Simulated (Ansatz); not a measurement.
The system is Mg6ZrV.

```xyz
8
Lattice="4.9521 0.0000 0.0000 0.0000 3.1383 5.5161 0.0000 -3.1383 5.5161" Properties=species:S:1:pos:R:3 pbc="T T T"
Zr    0.0000    0.0000    9.0320
V     2.4761    0.0000    7.5158
Mg    2.4761    0.0000    1.8500
Mg    2.4761   -1.5949    4.6249
Mg    2.4761    1.5949    4.6249
Mg    0.0000    0.0000    3.6991
Mg    0.0000   -1.5165    6.3912
Mg    0.0000    1.5165    6.3912
```

The cell comes from a database or a generator and needn't be the stable form of this composition.

| Property | Result |
| --- | --- |
| Program | Ansatz 0.2.0 |
| Task | single point |
| Functional | PBE |
| Potentials or basis | Ansatz PAW |
| Cutoff | 420 eV (not typed: the program's choice for these potentials) |
| k mesh | 6 × 5 × 5 |
| Occupations | fermi-dirac, width 0.05 eV |
| Spin | collinear spin, ferromagnetic start |
| Starting moments | [0.0, 2.0, 0.0, 0.0, 0.0, 0.0, 0.0, 0.0] μB |

On this cell: pressure 0.2 GPa; largest force 0.061 eV/Å; net moment 2.85 μB per cell; site moments Zr +0.13; V +2.30; Mg -0.01, -0.00 μB; band gap on the k mesh none (metal or under the smearing width).

The same run follows on a disturbed copy (atoms moved at random, drawn with an rms of 0.05 Å):

```
Zr V Mg
1.0
     4.95213    0.00000    0.00000
     0.00000    3.13834    5.51613
     0.00000   -3.13834    5.51613
Zr V Mg
1 1 6
Cartesian
  -0.0564 -0.0271 8.9954
  2.4370 -0.0077 7.5433
  2.5143 0.0325 1.8799
  2.4557 -1.5992 4.5856
  2.4294 1.6289 4.6098
  -0.0564 0.0225 3.6894
  -0.0202 -1.5109 6.3755
  0.0055 1.5107 6.4029
```

Question: What does the disturbed cell give?

Answer: The energy (extrapolated to zero smearing) moves by +3.9 meV/atom; pressure 0.4 GPa; largest force 0.297 eV/Å; net moment 2.76 μB per cell; site moments Zr +0.11; V +2.23; Mg -0.01 μB; band gap on the k mesh none (metal or under the smearing width).

Forces on the atoms (eV/Å):
```
Zr   0.095  0.191  0.207
V    0.024  0.051 -0.216
Mg  -0.209 -0.041 -0.067
Mg  -0.103  0.039  0.144
Mg   0.036 -0.108  0.176
Mg   0.192 -0.138 -0.002
Mg   0.048 -0.061 -0.123
Mg  -0.083  0.066 -0.118
```

Stress tensor (GPa, compression positive):
```
 0.05  0.01 -0.09
 0.01  0.07 -0.19
-0.09 -0.19  1.01
```
